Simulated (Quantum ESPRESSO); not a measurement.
The system is Ti3NiC4.

```xyz
8
Lattice="4.3300 0.0000 0.0000 0.0000 4.3300 0.0000 0.0000 0.0000 4.3300" Properties=species:S:1:pos:R:3 pbc="T T T"
Ni    0.0000    0.0000    0.0000
Ti    0.0000    2.1650    2.1650
Ti    2.1650    0.0000    2.1650
Ti    2.1650    2.1650    0.0000
C     2.1650    0.0000    0.0000
C     2.1650    2.1650    2.1650
C     0.0000    0.0000    2.1650
C     0.0000    2.1650    0.0000
```

The cell was built by a generator and needn't be a form met in nature.

A run of Quantum ESPRESSO 7.5 on this cell left the log below. Logs are shortened: lines on timing, memory, paths and dates and some standing lists are left out, and cuts for length are marked.

```text
This program is part of the open-source Quantum ESPRESSO suite
     for quantum simulation of materials; please cite
[... 6 lines left out ...]
     using ibrav=0 with symmetry is DISCOURAGED, use correct ibrav instead

     K-points division:     npool     =       4
     Subspace diagonalization in iterative solution of the eigenvalue problem:
     a serial algorithm will be used

     G-vector sticks info
     --------------------
     sticks:   dense  smooth     PW     G-vecs:    dense   smooth      PW
     Sum        1917     965    293                63077    22335    3743

     Using Slab Decomposition

     bravais-lattice index     =            0
     lattice parameter (alat)  =       8.1825  a.u.
     unit-cell volume          =     547.8483 (a.u.)^3
     number of atoms/cell      =            8
     number of atomic types    =            3
     number of electrons       =        70.00
     number of Kohn-Sham states=           46
     kinetic-energy cutoff     =      45.0000  Ry
     charge density cutoff     =     360.0000  Ry
     scf convergence threshold =      1.6E-09
     mixing beta               =       0.5000
     number of iterations used =            8  plain     mixing
     energy convergence thresh.=      1.0E-05
     force convergence thresh. =      4.0E-04
     press convergence thresh. =      3.0E-01
     Exchange-correlation= SLA  PW   PSX  PSC
                           (   1   4  10   8   0   0   0)
     nstep                     =           40

     celldm(1)=   8.182514  celldm(2)=   0.000000  celldm(3)=   0.000000
     celldm(4)=   0.000000  celldm(5)=   0.000000  celldm(6)=   0.000000

     crystal axes: (cart. coord. in units of alat)
               a(1) = (   1.000000   0.000000   0.000000 )
               a(2) = (   0.000000   1.000000   0.000000 )
               a(3) = (   0.000000   0.000000   1.000000 )

     reciprocal axes: (cart. coord. in units 2 pi/alat)
               b(1) = (  1.000000  0.000000  0.000000 )
               b(2) = (  0.000000  1.000000  0.000000 )
[... 204 lines left out ...]
     iteration # 11     ecut=    45.00 Ry     beta= 0.50
     Davidson diagonalization with overlap
     ethr =  1.29E-04,  avg # of iterations =  1.1

     negative rho (up, down):  2.239E-03 0.000E+00
[... 76 lines left out ...]
     iteration # 20     ecut=    45.00 Ry     beta= 0.50
     Davidson diagonalization with overlap
     ethr =  3.14E-12,  avg # of iterations =  1.9

     negative rho (up, down):  2.242E-03 0.000E+00

     End of self-consistent calculation

          k = 0.0000 0.0000 0.0000 (  2601 PWs)   bands (ev):

   -88.5247 -49.0662 -49.0662 -49.0662 -40.9467 -40.8498 -40.8498 -17.5316
   -17.5316 -17.5316 -17.3509 -17.3509 -17.3509 -17.0893 -17.0893 -17.0893
     2.1008   4.8328   4.8979   4.8979  11.0418  11.0418  11.0418  12.1938
    12.1938  12.1938  13.4633  13.4633  14.5865  14.5865  14.5865  14.6906
    14.6906  14.6906  15.1098  15.1098  15.1098  16.8537  16.8537  16.8537
    17.1576  17.1576  17.1576  17.5216  17.5216  18.0502
[... 291 lines left out ...]
   -88.5247 -49.0662 -49.0662 -49.0661 -40.8819 -40.8819 -40.8819 -17.5822
   -17.5718 -17.5670 -17.5670 -17.2135 -17.2135 -17.1993 -17.0394 -17.0205
     5.5859   5.6021   5.6021   6.3143   7.9722   9.2873   9.2873   9.2880
    10.9622  10.9815  11.9431  11.9431  11.9949  12.0278  12.0384  12.0384
    14.1742  14.1742  14.1987  16.6899  17.0438  18.2319  18.2919  18.2919
    18.7861  19.1294  19.2181  19.2181  19.9366  19.9762

          k =-0.5095-0.5095-0.5095 (  2608 PWs)   bands (ev):

   -88.5247 -49.0662 -49.0662 -49.0662 -40.8819 -40.8819 -40.8819 -17.5905
   -17.5818 -17.5818 -17.5818 -17.1992 -17.1992 -17.1992 -17.0203 -17.0203
     5.7632   5.7632   5.7632   6.4936   7.6643   9.0541   9.0541   9.0541
    10.9401  10.9401  11.9168  11.9168  11.9168  11.9807  11.9807  11.9807
    14.1813  14.1813  14.1813  17.0001  17.0001  18.3557  18.3557  18.3557
    18.8801  19.2915  19.2915  19.2915  20.1565  20.1565

     the Fermi energy is    14.8070 ev

!    total energy              =    -746.60899052 Ry
     estimated scf accuracy    <          1.3E-11 Ry
     smearing contrib. (-TS)   =       0.00003541 Ry
     internal energy E=F+TS    =    -746.60902593 Ry

     The total energy is F=E-TS. E is the sum of the following terms:
     one-electron contribution =    -324.06622432 Ry
     hartree contribution      =     199.74435389 Ry
     xc contribution           =    -103.30049714 Ry
     ewald contribution        =    -518.98665837 Ry

     convergence has been achieved in  20 iterations

     negative rho (up, down):  2.242E-03 0.000E+00

     Forces acting on atoms (cartesian axes, Ry/au):

     atom    1 type  1   force =     0.00000000    0.00000000    0.00000000
     atom    2 type  2   force =     0.00000000    0.00000000    0.00000000
     atom    3 type  2   force =     0.00000000    0.00000000    0.00000000
     atom    4 type  2   force =     0.00000000    0.00000000    0.00000000
     atom    5 type  3   force =     0.00000000    0.00000000    0.00000000
     atom    6 type  3   force =     0.00000000    0.00000000    0.00000000
     atom    7 type  3   force =     0.00000000    0.00000000    0.00000000
     atom    8 type  3   force =     0.00000000    0.00000000    0.00000000

     Total force =     0.000000     Total SCF correction =     0.000000

     Computing stress (Cartesian axis) and pressure

     negative rho (up, down):  2.242E-03 0.000E+00
          total   stress  (Ry/bohr**3)                   (kbar)     P=       -0.69
  -0.00000471   0.00000000   0.00000000           -0.69        0.00        0.00
   0.00000000  -0.00000471   0.00000000            0.00       -0.69        0.00
   0.00000000   0.00000000  -0.00000471            0.00        0.00       -0.69

=------------------------------------------------------------------------------=
   JOB DONE.
=------------------------------------------------------------------------------=
```

What input gives this log?

Relaxation of cell and atoms with PBEsol, no spin polarisation. The files as run (others can give the same):

pw.in
```
&CONTROL
  calculation = 'vc-relax'
  prefix = 'pwscf'
  outdir = './tmp'
  pseudo_dir = './pseudo'
  tprnfor = .true.
  tstress = .true.
  disk_io = 'low'
  nstep = 40
  forc_conv_thr = 0.0004
  etot_conv_thr = 1d-05
/
&SYSTEM
  ibrav = 0
  nat = 8
  ntyp = 3
  ecutwfc = 45
  ecutrho = 360
  nbnd = 46
  occupations = 'smearing'
  smearing = 'mp'
  degauss = 0.00734986
/
&ELECTRONS
  conv_thr = 1.6d-09
  electron_maxstep = 120
  mixing_beta = 0.5
/
&IONS
  ion_dynamics = 'bfgs'
/
&CELL
  cell_dynamics = 'bfgs'
  press = 0
  press_conv_thr = 0.3
/
ATOMIC_SPECIES
Ni    58.6934 ni_pbesol_v1.4.uspp.F.UPF
Ti    47.8670 ti_pbesol_v1.4.uspp.F.UPF
C     12.0110 c_pbesol_v1.2.uspp.F.UPF
CELL_PARAMETERS angstrom
   4.3300000000    0.0000000000    0.0000000000
   0.0000000000    4.3300000000    0.0000000000
   0.0000000000    0.0000000000    4.3300000000
ATOMIC_POSITIONS crystal
Ni     0.0000000000    0.0000000000    0.0000000000
Ti     0.0000000000    0.5000000000    0.5000000000
Ti     0.5000000000    0.0000000000    0.5000000000
Ti     0.5000000000    0.5000000000    0.0000000000
C      0.5000000000    0.0000000000    0.0000000000
C      0.5000000000    0.5000000000    0.5000000000
C      0.0000000000    0.0000000000    0.5000000000
C      0.0000000000    0.5000000000    0.0000000000
K_POINTS automatic
8 8 8 0 0 0
```

Potentials or basis: GBRV 1.5 PBEsol.
Run with:
```sh
$ OMP_NUM_THREADS=1 mpirun -n 4 pw.x -nk 4 -in pw.in > pw.out
```
